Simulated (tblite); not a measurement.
# C4H9BF2O: the cost of one run

Programs: tblite 0.8.0 and PySCF 2.14.0, with density-fitted response routines of our own. Each step states its level of theory. These are calculated values for one molecule in the gas phase, unless marked as measured. Atoms are numbered from 0 throughout.

## (1) Starting geometry

17 atoms, charge 0, multiplicity 1; geometry from: force field or distance geometry start.

Bonds of the start (Å): C0–C1 1.52, C1–F2 1.36, C1–C3 1.50, C3–C4 1.49, C4–O5 1.40, O5–B6 1.48, B6–F7 1.46, C0–H8 1.10, C0–H9 1.12, C0–H10 1.13, C1–H11 1.12, C3–H12 1.11, C3–H13 1.11, C4–H14 1.11, C4–H15 1.10, B6–H16 1.19.

## (2) Optimising the geometry with GFN2-xTB

The job: settings as JSON, then the geometry in Å.

```
{"job": {"kind": "relax", "xc": "GFN2-xTB", "basis": "xTB"}, "charge": 0, "multiplicity": 1}
C     -2.589300    -0.118600     0.127600
C     -1.217400     0.338700     0.588200
F     -1.150900     1.688000     0.744400
C     -0.244100    -0.217900    -0.411700
C      1.193700     0.084800    -0.144300
O      1.520400    -0.451800     1.105900
B      2.946300    -0.163600     1.399600
F      3.419100     1.218200     1.291700
H     -2.843200     0.431700    -0.787400
H     -3.345100     0.087000     0.923800
H     -2.545700    -1.227900    -0.073000
H     -1.059900    -0.189500     1.568300
H     -0.600800     0.154800    -1.396300
H     -0.362300    -1.323900    -0.385900
H      1.369800     1.181700    -0.200400
H      1.794900    -0.415400    -0.923000
H      3.707400    -1.064500     1.212200
```

Started as:

```console
$ OMP_NUM_THREADS=1 python probes_run.py task.json out
```

One launch serves the whole session: the jobs run in the order shown.

Q: Estimate the wall time of this first job on 1 thread of Arm Neoverse N1, shared host.

About 1.3 s.
